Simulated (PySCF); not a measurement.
# [OsO2F3]+: other functionals and bases at one geometry

How far do other levels of theory move the description of [OsO2F3]+, and what does each cost? It is a constructed species; whether it can be made isn't addressed.

Method: several levels, as the steps say, no spin–orbit coupling; program: PySCF 2.14.0.

2 further runs of the same task are left out: 1 for a known fault of the program, 1 that didn't finish. Runs told in other sessions of the task aren't counted.

## Step 1: Where the work starts

6 atoms, charge 1, spin multiplicity 1.

Bond lengths: Os1–O2 1.653 Å, Os1–O3 1.653 Å, Os1–F4 1.819 Å, Os1–F5 1.828 Å, Os1–F6 1.819 Å. Angles: O2–Os1–O3 108.1°, O2–Os1–F4 95.3°, O2–Os1–F5 125.7°, O2–Os1–F6 95.3°, O3–Os1–F4 95.4°, O3–Os1–F5 126.2°, O3–Os1–F6 95.4°, F4–Os1–F5 80.8°, F4–Os1–F6 161.6°, F5–Os1–F6 80.8°.

Coordinates:

```
atom    x (Å)    y (Å)    z (Å)
 Os1   0.0616   0.0000   0.0487
  O2   0.2063   0.0000   1.6957
  O3   1.5825   0.0000  -0.5998
  F4  -0.1884   1.7953  -0.0984
  F5  -1.5096   0.0000  -0.8851
  F6  -0.1884  -1.7953  -0.0984
```

Formal oxidation states: Os +8. An earlier session relaxed this geometry at PBE0, Os def2-SVP with ECP60, O def2-SVP, F def2-SVP (singlet, point group C2v).

At PBE0 on the finer grid: E = -539.444724 Eh, HOMO -18.71 eV, LUMO -13.35 eV, Mulliken charge on Os1 +1.73 e, largest force component 0.045 eV/Å. 

Levels to run: M06-L; BLYP; r2SCAN; revPBE; PBE0, TZVP; PBE0, x2c-SVP. Hardware: 2 threads of Arm Neoverse V1, shared host.

## Step 2: M06-L

run.py (the lines that set the calculation)

```python
mol = gto.M(atom='''
Os     0.06156     0.00000     0.04870
O      0.20631     0.00000     1.69569
O      1.58250     0.00000    -0.59985
F     -0.18838     1.79528    -0.09838
F     -1.50961     0.00000    -0.88508
F     -0.18838    -1.79528    -0.09838''',
    basis={'Os': 'def2-SVP', 'O': 'def2-SVP', 'F': 'def2-SVP'},
    ecp={'Os': 'def2-SVP'},
    charge=1, spin=0)
mf = dft.RKS(mol, xc='M06L')
mf.grids.atom_grid = (75, 302)
mf = mf.density_fit()  # fitting sets: Os def2-universal-JKFIT, O def2-universal-JKFIT, F def2-universal-JKFIT
mf.conv_tol = 1e-08; mf.max_cycle = 55
mf.kernel(dm0)  # dm0: the density of the relaxed state
```

The run is started by

```
OMP_NUM_THREADS=2 python run.py
```

## Step 3: BLYP

Edit run.py (the lines that set the calculation) of step 2 so:

```diff
@@ -10,3 +10,3 @@
     charge=1, spin=0)
-mf = dft.RKS(mol, xc='M06L')
+mf = dft.RKS(mol, xc='BLYP')
 mf.grids.atom_grid = (75, 302)
```

## Step 4: r2SCAN

Edit run.py (the lines that set the calculation) of step 3 so:

```diff
@@ -10,3 +10,3 @@
     charge=1, spin=0)
-mf = dft.RKS(mol, xc='BLYP')
+mf = dft.RKS(mol, xc='R2SCAN')
 mf.grids.atom_grid = (75, 302)
```

## Step 5: revPBE

Edit run.py (the lines that set the calculation) of step 4 so:

```diff
@@ -10,3 +10,3 @@
     charge=1, spin=0)
-mf = dft.RKS(mol, xc='R2SCAN')
+mf = dft.RKS(mol, xc='PBE_R,PBE')
 mf.grids.atom_grid = (75, 302)
```

## Step 6: PBE0, TZVP

Basis: Os def2-TZVP with ECP60, O def2-TZVP, F def2-TZVP. 

run.py (the lines that set the calculation)

```python
mol = gto.M(atom='''
Os     0.06156     0.00000     0.04870
O      0.20631     0.00000     1.69569
O      1.58250     0.00000    -0.59985
F     -0.18838     1.79528    -0.09838
F     -1.50961     0.00000    -0.88508
F     -0.18838    -1.79528    -0.09838''',
    basis={'Os': 'def2-TZVP', 'O': 'def2-TZVP', 'F': 'def2-TZVP'},
    ecp={'Os': 'def2-TZVP'},
    charge=1, spin=0)
mf = dft.RKS(mol, xc='PBE0')
mf.grids.atom_grid = (75, 302)
mf = mf.density_fit()  # fitting sets: Os def2-universal-JKFIT, O def2-universal-JKFIT, F def2-universal-JKFIT
mf.conv_tol = 1e-08; mf.max_cycle = 55
mf.kernel(dm0)  # dm0: free metal ions and neutral atoms
```

## Step 7: PBE0, x2c-SVP

Basis: Os x2c-SVPall, O x2c-SVPall, F x2c-SVPall. All electrons are treated, with the spin-free X2C Hamiltonian.

run.py (the lines that set the calculation)

```python
mol = gto.M(atom='''
Os     0.06156     0.00000     0.04870
O      0.20631     0.00000     1.69569
O      1.58250     0.00000    -0.59985
F     -0.18838     1.79528    -0.09838
F     -1.50961     0.00000    -0.88508
F     -0.18838    -1.79528    -0.09838''',
    basis={'Os': 'x2c-SVPall', 'O': 'x2c-SVPall', 'F': 'x2c-SVPall'},
    nucmod='G',
    charge=1, spin=0)
mf = dft.RKS(mol, xc='PBE0')
mf.grids.atom_grid = (99, 590)
mf = mf.density_fit()  # fitting sets: Os AutoAux, O AutoAux, F AutoAux
mf = mf.sfx2c1e()
mf.conv_tol = 1e-08; mf.max_cycle = 55
mf.kernel(dm0)  # dm0: free metal ions and neutral atoms
```

Before running it: what results should come out? Wanted: for each run, HOMO; gap; charge on Os1; dipole; largest force component.

The runs gave:

| level | state | HOMO (eV) | gap (eV) | charge on Os1 (e) | dipole (D) | largest force component (eV/Å) | basis functions | time |
| --- | --- | --- | --- | --- | --- | --- | --- | --- |
| PBE0 (relaxed here) | singlet | -18.71 | 5.36 | 1.73 | 1.16 | 0.05 | 102 | 13 s |
| M06-L | singlet | -17.27 | 3.24 | 1.89 | 1.03 | 1.19 | 102 | 7.4 s |
| BLYP | singlet | -16.52 | 2.99 | 1.52 | 0.85 | 2.86 | 102 | 5.5 s |
| r2SCAN | singlet | -17.27 | 3.28 | 1.71 | 0.96 | 1.22 | 102 | 7.5 s |
| revPBE | singlet | -16.58 | 3.01 | 1.55 | 0.85 | 2.32 | 102 | 5.6 s |
| PBE0, TZVP | singlet | -18.54 | 5.47 | 1.73 | 1.20 | 0.40 | 195 | 13 s |
| PBE0, x2c-SVP | singlet | -18.83 | 5.17 | 1.52 | 1.23 | 0.83 | 136 | 24 s |

Times are on 2 threads of Arm Neoverse V1, shared host; the first row also made further properties. The dipole of a charged species depends on the origin, so these sizes hold for this origin alone.

In one basis the HOMO–LUMO gap runs from 2.99 eV (BLYP) to 5.36 eV (PBE0). The largest leftover force, 2.86 eV/Å with BLYP, stands at a geometry relaxed at another level. The Mulliken charge on Os spans +1.52 to +1.89 e over the levels. Total energies of different levels can't be compared. Spin–orbit coupling is left out throughout.
